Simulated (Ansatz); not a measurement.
Predict the output of the script below (the Python package of Ansatz (0.2.0)).

Script `md.py`:
```python
"""Born-Oppenheimer dynamics of Yb3InC."""

import ansatz as az
from ase import Atoms
import numpy as np


def main() -> None:
    atoms = Atoms(
        ["Yb", "Yb", "Yb", "In", "C"],
        scaled_positions=[
            (0.5, 0.0, 0.5),
            (0.5, 0.5, 0.0),
            (0.0, 0.5, 0.5),
            (0.0, 0.0, 0.0),
            (0.5, 0.5, 0.5),
        ],
        cell=[
            (5.063247, 0.0, 0.0),
            (0.0, 5.063247, 0.0),
            (0.0, 0.0, 5.063247),
        ],
        pbc=True,
    )
    crystal = az.Crystal.from_ase(atoms)

    # a coarse mesh keeps each step cheap
    calculation = (
        crystal.supercell(2, 1, 1).calculation()
        .functional("pbe")
        .occupations("fermi_dirac", width=0.1)
        .basis(18 * az.Ha)
        .kpoints(1, 2, 2)
        .md(az.Ensemble.NVT_LANGEVIN, timestep=3.0, steps=25, temperature=2000, seed=828)
    )
    steps = []


    def collect(event):
        if event["event"] == "md_step":
            steps.append(event["data"])


    out = calculation.session().plan().execute(on_event=collect)
    rep = out.report

    print(" step   t (fs)     E_pot (eV)   E_kin (eV)    T (K)")
    for s in steps[::1]:
        print(f"{s['step']:5d} {s['time_fs']:8.1f} {s['lagrangian_ev']:14.4f} {s['e_kin_ev']:12.4f} {s['temperature_k']:8.1f}")

    temperature = np.array([s["temperature_k"] for s in steps])
    print(f"mean temperature of the second half {temperature[len(steps) // 2 :].mean():.1f} K")

    with open("trajectory.xyz", "w") as handle:
        for s in steps[::5]:
            handle.write(f"{len(s['positions_ang'])}\nt = {s['time_fs']} fs\n")
            for site, xyz in zip(out.lattice.sites, s["positions_ang"]):
                handle.write("{} {:.4f} {:.4f} {:.4f}\n".format(site.symbol, *xyz))

    track = np.array([s["positions_ang"] for s in steps])
    names = np.array([site.symbol for site in out.lattice.sites])
    for name in sorted(set(names)):
        msd = ((track[:, names == name] - track[0, names == name]) ** 2).sum(axis=2).mean(axis=1)
        print(f"mean square displacement of {name} (A^2):", np.round(msd[:: max(len(msd) // 6, 1)], 4))


if __name__ == "__main__":
    main()
```

```console
$ python md.py
DeckWarning: md: disabling space-group detection — thermal motion breaks the input geometry's symmetry, so no spatial operation reduces the k-mesh or symmetrises the density; time reversal is kept, [...]
 step   t (fs)     E_pot (eV)   E_kin (eV)    T (K)
    0      0.0    -94468.6780       0.0000      0.0
    1      3.0    -94468.6778       0.1286     99.5
    2      6.0    -94468.6760       0.3751    290.2
    3      9.0    -94468.6699       0.4541    351.3
    4     12.0    -94468.6611       0.4021    311.0
    5     15.0    -94468.6512       0.3672    284.0
    6     18.0    -94468.6381       0.4391    339.7
    7     21.0    -94468.6166       0.6948    537.5
    8     24.0    -94468.5847       0.6901    533.9
    9     27.0    -94468.5430       0.8537    660.4
   10     30.0    -94468.4873       0.9029    698.5
   11     33.0    -94468.4059       1.1609    898.1
   12     36.0    -94468.2921       1.0760    832.4
   13     39.0    -94468.1662       1.0446    808.2
   14     42.0    -94468.0422       1.0512    813.3
   15     45.0    -94467.9203       1.0297    796.6
   16     48.0    -94467.8276       1.1436    884.7
   17     51.0    -94467.7861       1.2383    958.0
   18     54.0    -94467.7799       1.2017    929.7
   19     57.0    -94467.8122       1.2743    985.9
   20     60.0    -94467.8772       1.3300   1028.9
   21     63.0    -94467.9562       1.5280   1182.1
   22     66.0    -94468.0405       1.5780   1220.8
   23     69.0    -94468.1250       1.6138   1248.5
   24     72.0    -94468.2211       1.8983   1468.6
   25     75.0    -94468.2995       2.2193   1716.9
mean temperature of the second half 1080.2 K
mean square displacement of C (A^2): [0.     0.0056 0.0329 0.1316 0.2882 0.2908 0.1428]
mean square displacement of In (A^2): [0.     0.0009 0.0029 0.0072 0.0136 0.0264 0.0359]
mean square displacement of Yb (A^2): [0.     0.0002 0.001  0.0033 0.0076 0.0141 0.0226]
```
(Warnings from the package without file and line, shortened.)

`trajectory.xyz`, as written:
```text
10
t = 0.0 fs
Yb 2.5316 0.0000 2.5316
Yb 2.5316 2.5316 0.0000
Yb 0.0000 2.5316 2.5316
In 0.0000 0.0000 0.0000
C 2.5316 2.5316 2.5316
Yb 7.5949 0.0000 2.5316
Yb 7.5949 2.5316 0.0000
Yb 5.0632 2.5316 2.5316
In 5.0632 0.0000 0.0000
C 7.5949 2.5316 2.5316
10
t = 15.0 fs
Yb 2.5385 -0.0179 2.5330
Yb 2.5476 2.5535 -0.0085
Yb 0.0104 2.5188 2.5305
In -0.0086 -0.0055 -0.0041
C 2.5741 2.6373 2.5238
Yb 7.6078 -0.0089 2.5273
Yb 7.5851 2.5397 0.0042
Yb 5.0681 2.5240 2.5335
In 5.0741 -0.0438 0.0274
C 7.5436 2.5047 2.4902
10
t = 30.0 fs
Yb 2.5228 -0.0410 2.5071
Yb 2.5573 2.5680 -0.0267
Yb 0.0212 2.5470 2.5303
In -0.0264 -0.0280 -0.0132
C 2.7304 2.7363 2.3786
Yb 7.6237 -0.0177 2.5232
Yb 7.5669 2.5276 0.0511
Yb 5.0452 2.5131 2.5531
In 5.0815 -0.0557 0.0672
C 7.6163 2.4693 2.3736
10
t = 45.0 fs
Yb 2.5501 -0.0522 2.4754
Yb 2.5732 2.5756 -0.0156
Yb 0.0501 2.5792 2.5350
In -0.0278 -0.0744 -0.0162
C 2.9657 2.8690 2.1471
Yb 7.6667 -0.0028 2.5073
Yb 7.5552 2.5203 0.0882
Yb 5.0122 2.4995 2.5973
In 5.1035 -0.0712 0.0980
C 7.7445 2.4800 2.3549
10
t = 60.0 fs
Yb 2.5681 -0.0135 2.4476
Yb 2.6148 2.5768 -0.0125
Yb 0.0586 2.6241 2.5741
In -0.0325 -0.1576 0.0146
C 2.8953 2.9361 2.0988
Yb 7.7270 0.0161 2.4964
Yb 7.5726 2.5230 0.1201
Yb 4.9922 2.4637 2.6280
In 5.1296 -0.0735 0.1301
C 7.8918 2.5305 2.4305
10
t = 75.0 fs
Yb 2.5902 0.0496 2.4447
Yb 2.6349 2.5943 0.0110
Yb 0.0647 2.6700 2.6291
In -0.0176 -0.2262 0.0176
C 2.5649 2.8080 2.3321
Yb 7.7796 0.0311 2.4916
Yb 7.6097 2.5062 0.1351
Yb 4.9934 2.4141 2.6498
In 5.1133 -0.0556 0.1348
C 7.8619 2.6455 2.5956
```

Caveats:
- Absolute energies stand on the zero of these potentials, so only differences at equal settings mean something. A total without «per atom» is that of the cell as typed.
- Semilocal functionals put the nearly full 4f shell of Yb too close to the Fermi level.
- For a metal this mesh is far too coarse, so the numbers only illustrate the procedure.
- This cell is a computed structure, which may not be the phase found in nature.
- A small cell, a coarse mesh and a very short run: it shows the set-up and gives no equilibrium averages.
- Run time: 4.7 min on 1 thread of Arm Neoverse V1, on a shared host, peak memory 0.78 GiB.
